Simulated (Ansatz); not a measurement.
Runs of Ansatz 0.2.0 on GaGe3. Symmetry: Fm-3m, No. 225, cubic system. Conventional cell: a = 6.774 Å, b = 6.774 Å, c = 6.774 Å, α = 90.00°, β = 90.00°, γ = 90.00°. Ge (site symmetry m-3m) has 8 Ge at 2.93 Å as nearest neighbours. Around Ge (site symmetry -43m) lie 4 Ge at 2.93 Å and 4 Ga at 2.93 Å. Around Ga (site symmetry m-3m) lie 8 Ge at 2.93 Å. The cell comes from a database or a generator and needn't be the stable form of this composition.

| task | level | k mesh | cutoff (eV) | smearing | basis error allowed | mesh quality | gap on the mesh (eV) | pressure (GPa) |
| --- | --- | --- | --- | --- | --- | --- | --- | --- |
| single point | PBEsol | 4 × 4 × 4 | 185 | fermi-dirac 0.03 eV | 0.002 eV/atom | coarse | none | -3.1 |
| band structure | PBEsol | 7 × 7 × 7 | 185 | fermi-dirac 0.05 eV | 0.002 eV/atom | not flagged | - | -3.9 |
| single point | PBEsol | 7 × 7 × 7 | 202 | fermi-dirac 0.05 eV | 0.001 eV/atom | not flagged | none | -3.9 |
| phonons | PBEsol | 7 × 7 × 7 | 200 | fermi-dirac 0.05 eV | 0.002 eV/atom | not flagged | none | - |
| band structure | PBE | 7 × 7 × 7 | 184 | fermi-dirac 0.05 eV | 0.002 eV/atom | not flagged | - | (a) |

Alike in all rows: potentials or basis all-electron LAPW, scalar-relativistic; no spin polarisation; cell as given.

Question: Estimate the missing entries.

Answer: (a) -0.5.

Caveats: some runs use coarse meshes; the k mesh is thin for a metal, which can move the energy by tens of meV per atom (some runs); a metal's response needs a denser mesh (some runs).

A k mesh can miss the band edges, and the runs leave out spin-orbit coupling on Ga, Ge.

A gap of «none» marks a metal or a gap under the smearing width.

Not every run made on this cell is shown here.
